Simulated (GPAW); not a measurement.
# InSb3 (Fm-3m) in GPAW: equation of state

Aim: energy against volume of InSb3 in PBEsol, for its equilibrium volume and stiffness.

All numbers are computed with GPAW 26.7.0; they aren't measurements. Logs are shortened: lines on timing, memory, paths and dates and some standing lists are left out, and cuts for length are marked. The log counts tension as positive stress, the text compression.

## (1) The crystal as given

Symmetry: Fm-3m, No. 225, cubic system. The conventional cell has a = 7.589 Å, b = 7.589 Å, c = 7.589 Å, α = 90.00°, β = 90.00°, γ = 90.00°. Sb (site symmetry m-3m) is surrounded by 8 Sb at 3.29 Å. Sb (site symmetry -43m) has 4 In at 3.29 Å and 4 Sb at 3.29 Å as nearest neighbours. In (site symmetry m-3m) is surrounded by 8 Sb at 3.29 Å.

The cell comes from a database or a generator and needn't be the stable form of this composition.

## (2) Equation of state, PBEsol

Input file run.py:

```python
from ase import Atoms
from ase.eos import EquationOfState
from ase.io import Trajectory
from ase.units import GPa
from gpaw import GPAW, PW, setup_paths

setup_paths.insert(0, '.')

atoms = Atoms(['Sb', 'Sb', 'Sb', 'In'],
              cell=[[0.0, 3.794555, 3.794555],
                    [3.794555, 0.0, 3.794555],
                    [3.794555, 3.794555, 0.0]],
              scaled_positions=[[0.5, 0.5, 0.5],
                                [0.75, 0.75, 0.75],
                                [0.25, 0.25, 0.25],
                                [0.0, 0.0, 0.0]],
              pbc=True)

traj = Trajectory('eos.traj', 'w')
volumes, energies = [], []
for x in [0.94, 0.96, 0.98, 1.0, 1.02, 1.04, 1.06]:
    a = atoms.copy()
    a.set_cell(atoms.cell * x**(1 / 3), scale_atoms=True)
    calc = GPAW(mode=PW(600),
                xc='PBEsol',
                kpts={'size': (6, 6, 6), 'gamma': True},
                occupations={'name': 'fermi-dirac', 'width': 0.05},
                nbands=45,
                convergence={'density': 1e-05, 'energy': 1e-05},
                maxiter=150,
                txt=f'eos-{x:.2f}.txt')
    a.calc = calc
    energies.append(a.get_potential_energy(force_consistent=True))
    volumes.append(a.get_volume())
    p = -a.get_stress()[:3].mean() / GPa
    calc.write(f'eos-{x:.2f}.gpw')
    traj.write(a)
    print(f'{x:.2f} {volumes[-1]:10.4f} A^3 {energies[-1]:14.6f} eV {p:9.3f} GPa', flush=True)

v0, e0, B = EquationOfState(volumes, energies, eos='birchmurnaghan').fit()
print(f'V0 = {v0:.4f} A^3, E0 = {e0:.6f} eV, B0 = {B / GPa:.2f} GPa')
```

Potentials or basis: PAW data sets generated in the run's folder for this functional, pw.

Started as:

```
$ gpaw-setup -f PBEsol In Sb
$ OMP_NUM_THREADS=1 python run.py
```

Output:

```text
__  _  _
 | _ |_)|_||  |
 |__||  | ||/\| - 26.7.0

Input parameters:
  mode=PW(ecut=600.0),
  convergence={'density': 1e-05, 'energy': 1e-05},
  kpts=MonkhorstPack(size=(6, 6, 6), gamma=True),
  maxiter=150,
  nbands=45,
  occupations=Occupations(name='fermi-dirac', width=0.05),
  xc=XC(name='PBEsol')

Diagonalizing LCAO Hamiltonian
Converting LCAO to pw mode

                         Sb

                   Sb

             Sb

       In

Atoms  # Å, Bohr magnetons
|   | symbol |        x |        y |        z |    initial magnetic moments |
|---|--------|----------|----------|----------|-----------------------------|
| 0 |     Sb | 3.717093 | 3.717093 | 3.717093 | ( 0.0000,  0.0000,  0.0000) |
| 1 |     Sb | 5.575640 | 5.575640 | 5.575640 | ( 0.0000,  0.0000,  0.0000) |
| 2 |     Sb | 1.858547 | 1.858547 | 1.858547 | ( 0.0000,  0.0000,  0.0000) |
| 3 |     In | 0.000000 | 0.000000 | 0.000000 | ( 0.0000,  0.0000,  0.0000) |

Unit cell  # Å
| periodic |        x |        y |        z |  lengths |    angles |
|----------|----------|----------|----------|----------|-----------|
|      yes | 0.000000 | 3.717093 | 3.717093 | 5.256764 | 60.000000 |
|      yes | 3.717093 | 0.000000 | 3.717093 | 5.256764 | 60.000000 |
|      yes | 3.717093 | 3.717093 | 0.000000 | 5.256764 | 60.000000 |

Number of symmetries: 48
Symmetry operations  # r_c * U_cc + t_c -> r_c
|    | kind |            matrix            |
|----|------|------------------------------|
|  0 |  σ   |  1, 0, 0,  1, 0,-1,  1,-1, 0 |
|  1 |  C2  |  1, 0, 0,  1,-1, 0,  1, 0,-1 |
|  2 |  E   |  1, 0, 0,  0, 1, 0,  0, 0, 1 |
|  3 |  σ   |  1, 0, 0,  0, 0, 1,  0, 1, 0 |
|  4 |  C4  |  1, 0,-1,  1, 0, 0,  1,-1, 0 |
|  5 |  S6  |  1, 0,-1,  1,-1, 0,  1, 0, 0 |
|  6 |  σ   |  1, 0,-1,  0, 1,-1,  0, 0,-1 |
|  7 |  C3  |  1, 0,-1,  0, 0,-1,  0, 1,-1 |
|  8 |  S6  |  1,-1, 0,  1, 0, 0,  1, 0,-1 |
|  9 |  C4  |  1,-1, 0,  1, 0,-1,  1, 0, 0 |
| 10 |  C3  |  1,-1, 0,  0,-1, 1,  0,-1, 0 |
| 11 |  σ   |  1,-1, 0,  0,-1, 0,  0,-1, 1 |
| 12 |  σ   |  0, 1, 0,  1, 0, 0,  0, 0, 1 |
| 13 |  C4  |  0, 1, 0,  0, 1,-1, -1, 1, 0 |
| 14 |  C3  |  0, 1, 0,  0, 0, 1,  1, 0, 0 |
| 15 |  S6  |  0, 1, 0, -1, 1, 0,  0, 1,-1 |
| 16 |  C2  |  0, 1,-1,  1, 0,-1,  0, 0,-1 |
| 17 |  σ   |  0, 1,-1,  0, 1, 0, -1, 1, 0 |
| 18 |  S4  |  0, 1,-1,  0, 0,-1,  1, 0,-1 |
| 19 |  C4  |  0, 1,-1, -1, 1, 0,  0, 1, 0 |
| 20 |  C3  |  0, 0, 1,  1, 0, 0,  0, 1, 0 |
| 21 |  σ   |  0, 0, 1,  0, 1, 0,  1, 0, 0 |
| 22 |  S6  |  0, 0, 1,  0,-1, 1, -1, 0, 1 |
| 23 |  C4  |  0, 0, 1, -1, 0, 1,  0,-1, 1 |
| 24 |  S4  |  0, 0,-1,  1, 0,-1,  0, 1,-1 |
| 25 |  C3  |  0, 0,-1,  0, 1,-1,  1, 0,-1 |
| 26 |  C2  |  0, 0,-1,  0,-1, 0, -1, 0, 0 |
| 27 |  S6  |  0, 0,-1, -1, 0, 0,  0,-1, 0 |
| 28 |  S4  |  0,-1, 1,  1,-1, 0,  0,-1, 0 |
| 29 |  C4  |  0,-1, 1,  0, 0, 1, -1, 0, 1 |
| 30 |  C2  |  0,-1, 1,  0,-1, 0,  1,-1, 0 |
| 31 |  σ   |  0,-1, 1, -1, 0, 1,  0, 0, 1 |
| 32 |  C3  |  0,-1, 0,  1,-1, 0,  0,-1, 1 |
| 33 |  S6  |  0,-1, 0,  0, 0,-1, -1, 0, 0 |
| 34 |  S4  |  0,-1, 0,  0,-1, 1,  1,-1, 0 |
| 35 |  C2  |  0,-1, 0, -1, 0, 0,  0, 0,-1 |
| 36 |  C2  | -1, 1, 0,  0, 1, 0,  0, 1,-1 |
| 37 |  S6  | -1, 1, 0,  0, 1,-1,  0, 1, 0 |
| 38 |  S4  | -1, 1, 0, -1, 0, 1, -1, 0, 0 |
| 39 |  C3  | -1, 1, 0, -1, 0, 0, -1, 0, 1 |
| 40 |  S6  | -1, 0, 1,  0, 0, 1,  0,-1, 1 |
| 41 |  C2  | -1, 0, 1,  0,-1, 1,  0, 0, 1 |
| 42 |  C3  | -1, 0, 1, -1, 1, 0, -1, 0, 0 |
| 43 |  S4  | -1, 0, 1, -1, 0, 0, -1, 1, 0 |
| 44 |  C2  | -1, 0, 0,  0, 0,-1,  0,-1, 0 |
| 45 |  i   | -1, 0, 0,  0,-1, 0,  0, 0,-1 |
| 46 |  σ   | -1, 0, 0, -1, 1, 0, -1, 0, 1 |
| 47 |  C2  | -1, 0, 0, -1, 0, 1, -1, 1, 0 |

BZ-sampling:
  Number of BZ points: 216
  Number of IBZ points: 16

  Monkhorst-Pack size: [6, 6, 6]
  Monkhorst-Pack shift: [0.08333333333333333, 0.08333333333333333, 0.08333333333333333]

K-points  # in reciprocal-cell coordinates
|     |                                coordinates |     weight |
|-----|--------------------------------------------|------------|
|   0 | (  0.00000000,   0.00000000,   0.00000000) | 0.00462963 |
|   1 | (  0.16666667,   0.16666667,   0.00000000) | 0.02777778 |
|   2 | (  0.16666667,   0.16666667,   0.16666667) | 0.03703704 |
|   3 | (  0.33333333,   0.16666667,   0.16666667) | 0.05555556 |
|   4 | (  0.33333333,   0.33333333,  -0.33333333) | 0.05555556 |
|   5 | (  0.33333333,   0.33333333,   0.00000000) | 0.02777778 |
|   6 | (  0.33333333,   0.33333333,   0.16666667) | 0.11111111 |
|   7 | (  0.33333333,   0.33333333,   0.33333333) | 0.03703704 |
|   8 | (  0.50000000,   0.33333333,  -0.33333333) | 0.11111111 |
|   9 | (  0.50000000,   0.33333333,  -0.16666667) | 0.05555556 |
| ... |                                            |            |
|  15 | (  0.50000000,   0.50000000,   0.50000000) | 0.01851852 |

Plane wave coefficients: 3479
Cutoff: 600.0 eV

Spin-components: 1 (collinear spins)
Bands:           45
Projectors:      24
Spin-degeneracy: 2
Datatype:        complex128

Parallelization:
  kpt:    1
  domain: 1
  band:   1

Density:
  Valence electrons: 58.0
  Components: 1
  Grid points: [30 30 30]
  Charge: 0.0  # |e|

Potential:
  Grid points: [30 30 30]

species:
  Sb:
    name:    Antimony
    Z:       51.0
    valence: 15
    core:    36
    charge:  0.0  # [|e|]
    compensation charges:
      type: gauss
      rc: 0.36  # [Å]
      lmax: 2
    cutoffs:
      filter: 2.23  # [Å]
      core: 2.23  # [Å]
    projectors
    | kind |    occ | energy [eV] | rcut [Å] |
    |------|--------|-------------|----------|
    |   5s |  2.000 |     -12.861 |    1.154 |
    |   5p |  3.000 |      -4.846 |    1.233 |
    |   4d | 10.000 |     -33.456 |    1.196 |
    |    s |        |      14.351 |    1.154 |
    |    p |        |      22.365 |    1.233 |
    |    d |        |      -6.245 |    1.196 |

    Using partial waves for Sb as LCAO basis

  In:
    name:    Indium
    Z:       49.0
    valence: 13
    core:    36
    charge:  0.0  # [|e|]
    compensation charges:
      type: gauss
      rc: 0.36  # [Å]
      lmax: 2
    cutoffs:
      filter: 2.09  # [Å]
      core: 2.48  # [Å]
    projectors
    | kind |    occ | energy [eV] | rcut [Å] |
    |------|--------|-------------|----------|
    |   5s |  2.000 |      -8.248 |    1.185 |
    |   5p |  1.000 |      -2.521 |    1.244 |
    |   4d | 10.000 |     -18.596 |    1.148 |
    |    s |        |      18.964 |    1.185 |
    |    p |        |      24.691 |    1.244 |
    |    d |        |       8.615 |    1.148 |

    Using partial waves for In as LCAO basis

Reference energy: -688516.959609  # eV

eigensolver:
  PPCG
  Converge bands: occupied
  niter=2

density mixing:
  MSR1-Mixer
  Pratt-step length: 0.05
  Maximum mixing coefficient: 0.75
  Old densities: 10
  SVD Regularization: 0.005
  Good broyden scale: 1.0
  Trust region scale: 1.0
  Backstep threshold: 4.0
  History deletion threshold: 6.0
  Fourier metric: weight=20.0, sigma=0.015

occupation numbers:
  Fermi-Dirac:
    width: 0.0500  # eV

poisson solver:
  ecut: 4800.0  # eV

xc functional:
  name: PBEsol with 2 nearest neighbor stencil

convergence criteria:
[... 6 lines left out ...]
|iter     | |      energy | eigst |  dens |
|---------|-|-------------|-------|-------|
|iter:   1| |  -16.999378 | +0.65 |       |
|iter:   2| |  -17.184746 | -1.14 | -1.76 |
|iter:   3| |  -17.148555 | -2.23 | -1.77 |
|iter:   4| |  -17.131769 | -3.31 | -2.08 |
|iter:   5| |  -17.130065 | -4.45 | -2.32 |
|iter:   6| |  -17.129131 | -4.77 | -2.55 |
|iter:   7| |  -17.129135 | -5.93 | -3.41 |
|iter:   8| |  -17.129136c| -6.89 | -4.12 |
|iter:   9| |  -17.129137c| -7.49c| -4.54 |
|iter:  10| |  -17.129137c| -7.95c| -5.09c|

Converged in 10 steps
Energy contributions relative to reference atoms: (reference = -688516.959609)

Energy contributions:
  Kinetic:          10.170116
  Coulomb:          -9.632275
  Zero:              0.634901
  External:          0.000000
  Xc:              -18.288155
  Entropy:          -0.027450
  Spinorbit:         0.000000
  ----------------------------
  Free energy:     -17.142862
  Extrapolated:    -17.129137

dipole moment: (-25.134215, -25.134215, -25.134215)  # |e|*Ang

Fermi level: 8.284
Eigenvalues  # (at kpt = [0.000, 0.000, 0.000])
| band index |      eig [eV] | occ [0-2] |
|------------|---------------|-----------|
|          0 |       -21.129 |     2.000 |
|        ... |               |           |
|         25 |         5.525 |     2.000 |
|         26 |         5.608 |     2.000 |
|         27 |         5.608 |     2.000 |
|         28 |         5.608 |     2.000 |
|         29 |         6.026 |     2.000 |
|         30 |         7.339 |     2.000 |
[... 8 lines left out ...]
|         39 |        20.350 |     0.000 |
|         40 |        20.379 |     0.000 |
|        ... |               |           |
|         44 |        21.965 |     0.000 |

No gap
No difference between direct/indirect transitions

Stress tensor  # eV/Ang^3
|         x |         y |         z |
|-----------|-----------|-----------|
|  0.001125 |  0.000000 | -0.000000 |
|  0.000000 |  0.001125 | -0.000000 |
| -0.000000 | -0.000000 |  0.001125 |

# Writing to eos-0.94.gpw (mode='')
```

It took 5 min on 1 thread of Arm Neoverse V2, shared host; peak memory 0.45 GiB.

Results:

```yaml
Equilibrium_volume: "25.61 Å³/atom (rough: see the caveat)"
Bulk_modulus: 62 GPa (rough)
```

Energy against volume, from the lowest point:
```tsv
volume (Å³/atom)	energy (meV/atom)
25.679	0.00
26.226	2.61
26.772	9.18
27.318	19.11
27.865	32.01
28.411	47.56
28.957	65.42
```

Caveat: the minimum lies outside the volumes run. The run has no spin-orbit coupling, so splittings on Sb are missing.
